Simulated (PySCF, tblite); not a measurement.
# C6H10FN: geometry, infrared bands and NMR shifts

Wanted: the infrared bands and NMR shifts of C6H10FN (`CC[C@@H](F)[C@H](C)C#N`), by calculation.

The runs use tblite 0.8.0 and PySCF 2.14.0, with density-fitted response routines of our own; the level of theory stands in each step. All values are computed, except where a source is named. Atoms are numbered from 0 throughout.

## Step 1: Starting geometry

18 atoms, charge 0, multiplicity 1; geometry from: force field or distance geometry start.

Bonds of the start (Å): C0–C1 1.52, C1–C2 1.55, C2–F3 1.36, C2–C4 1.52, C4–C5 1.52, C4–C6 1.47, C6–N7 1.17, C0–H8 1.10, C0–H9 1.09, C0–H10 1.09, C1–H11 1.09, C1–H12 1.08, C2–H13 1.09, C4–H14 1.10, C5–H15 1.09, C5–H16 1.10, C5–H17 1.10.

## Step 2: Geometry optimisation with GFN2-xTB

Job settings and geometry (Å):

```
{"job": {"kind": "relax", "xc": "GFN2-xTB", "basis": "xTB"}, "charge": 0, "multiplicity": 1}
C     -2.628000    -0.112100     0.013800
C     -1.311700     0.504000    -0.417200
C     -0.116200    -0.358600     0.064000
F     -0.261000    -1.579500    -0.526500
C      1.237100     0.209800    -0.346200
C      2.353700    -0.771700    -0.008600
C      1.489500     1.502200     0.308500
N      1.681000     2.519300     0.845700
H     -3.460600     0.513500    -0.329000
H     -2.770900    -1.109700    -0.408300
H     -2.705000    -0.191500     1.102700
H     -1.243000     1.510700     0.001500
H     -1.298200     0.578800    -1.490700
H     -0.169100    -0.501300     1.144000
H      1.246300     0.362800    -1.439200
H      3.333100    -0.369500    -0.287500
H      2.395700    -0.970600     1.074000
H      2.218600    -1.730200    -0.526000
```

Command:

```
$ OMP_NUM_THREADS=1 python probes_run.py task.json out
```

The driver reads the jobs from task.json and runs them one after another.

**Question.** This job is followed by: GFN2-xTB harmonic vibrations, gas phase; GIAO PBE0/pcSseg-1 NMR shielding, non-relativistic, gas phase. What will the session give for the following? strongest single infrared mode (GFN2-xTB); zero-point energy (GFN2-xTB); 13C shifts against TMS (PBE0/pcSseg-1); 1H shifts against TMS (PBE0/pcSseg-1, means over atoms taken as alike); 19F shifts against CFCl3 (PBE0/pcSseg-1); 15N shifts against NH3 (PBE0/pcSseg-1); surface potential, 1st and 99th percentile.

The runs gave:

| quantity | value |
| --- | --- |
| strongest single infrared mode (GFN2-xTB) | 2411 cm⁻¹, 176 km/mol |
| zero-point energy (GFN2-xTB) | 93.4 kcal/mol |
| 13C shifts against TMS (PBE0/pcSseg-1) | 125.1, 99.8, 32.7, 32.4, 18.3, 12.9 ppm |
| 1H shifts against TMS (PBE0/pcSseg-1, means over atoms taken as alike) | 4.18, 2.48, 2.20, 1.61, 1.54, 1.26 ppm |
| 19F shifts against CFCl3 (PBE0/pcSseg-1) | -222.3 ppm |
| 15N shifts against NH3 (PBE0/pcSseg-1) | 303.7 ppm |
| surface potential, 1st and 99th percentile | -1.71 V and 1.16 V |

In words: Relaxing lowered the energy by 0.116 eV in 63 steps; the close pair that moved most is C4–C6, from 1.471 to 1.444 Å. All 48 modes are real, so the xTB geometry is a minimum. The strongest single mode, at 2411 cm⁻¹, moves mainly C6 and N7. GFN2-xTB is a fitted tight-binding method: band positions and strengths are rough. Its intensities can rank the bands wrongly. The most deshielded carbon is C6 (nitrile carbon), at 125.1 ppm: typical of a nitrile. The most deshielded hydrogen is H13 (hydrogen on an sp3 CH bonded to F), at 4.18 ppm: its carbon carries F, an electronegative neighbour. At PBE0/pcSseg-1: The widest tensor belongs to N7: span 495 ppm, with a paramagnetic part of -377 ppm.
